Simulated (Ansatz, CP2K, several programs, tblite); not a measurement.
Energy against volume for Ag2IBr as one 4-atom ordering (P4/mmm) on the rocksalt lattice, at fixed shape and fractional coordinates, computed by several methods (PBE and r2SCAN, where shown, with plane waves in Ansatz); the cell shown is that of r2SCAN. With free coordinates or axes held, a curve is too stiff, and on another method's shape its minimum isn't the method's own volume. The symmetry is P4/mmm (No. 123, tetragonal); a = 4.241 Å, c = 5.906 Å in the conventional setting, 26.55 Å³ an atom. Around Br lie 6 Ag at 2.95–3.00 Å; around Ag lie 2 Br at 2.95 Å and 4 I at 3.00 Å; around I lie 6 Ag at 2.95–3.00 Å; around Ag lie 2 I at 2.95 Å and 4 Br at 3.00 Å. All values are calculated for a non-magnetic cell, which may be hypothetical. Energies count from each curve's lowest point; fits are third-order Birch-Murnaghan.

```
Br Ag I
1.0
     4.24079    0.00000    0.00000
     0.00000    4.24079    0.00000
     0.00000    0.00000    5.90564
Br Ag I
1 2 1
Direct
  0.00000 0.00000 0.00000
  0.00000 0.00000 0.50000
  0.50000 0.50000 0.00000
  0.50000 0.50000 0.50000
```

PBE/DZVP (CP2K), on the shape of the cell shown:
```tsv
V (Å³/atom)	E (meV/atom)
23.366	106.84
24.959	36.60
26.552	4.86
28.145	0.00
29.739	13.45
```
V₀ = 27.70 Å³ an atom and B₀ = 35 GPa.

Q: GFN1-xTB (tblite), on the shape of the cell shown, as a cluster of 32 atoms at the zone centre, gives
```
V (Å³/atom)  E (meV/atom)
     23.366        212.26
     24.959         83.00
     26.552         18.65
     28.145          0.00
     29.739         13.78
```
What equilibrium volume and bulk modulus follow?

A: V₀ = 28.17 Å³ an atom and B₀ = 57 GPa.

Q: GFN2-xTB (tblite), on the shape of the cell shown, as a cluster of 32 atoms at the zone centre, gives
```csv
V (Å³/atom),E (meV/atom)
23.366,104.52
24.959,29.76
26.552,0.00
28.145,0.55
29.739,23.41
```
What equilibrium volume and bulk modulus follow?

A: V₀ = 27.27 Å³ an atom and B₀ = 45 GPa.

PBE/SZV (CP2K), on the shape of the cell shown:
```csv
V (Å³/atom),E (meV/atom)
23.366,273.68
24.959,140.12
26.552,59.25
28.145,16.23
29.739,0.00
```
The lowest point is an end point, so the minimum isn't bracketed.

light PBE (260 eV, its own mesh), on the shape of the cell shown:
```
V (Å³/atom)  E (meV/atom)
     24.428        128.99
     25.490        126.63
     26.552         74.77
     27.614          0.00
     28.676         23.02
     29.739         32.44
```
The points scatter about a smooth fit, as a low cutoff and a light mesh can make them, so no fit is quoted.
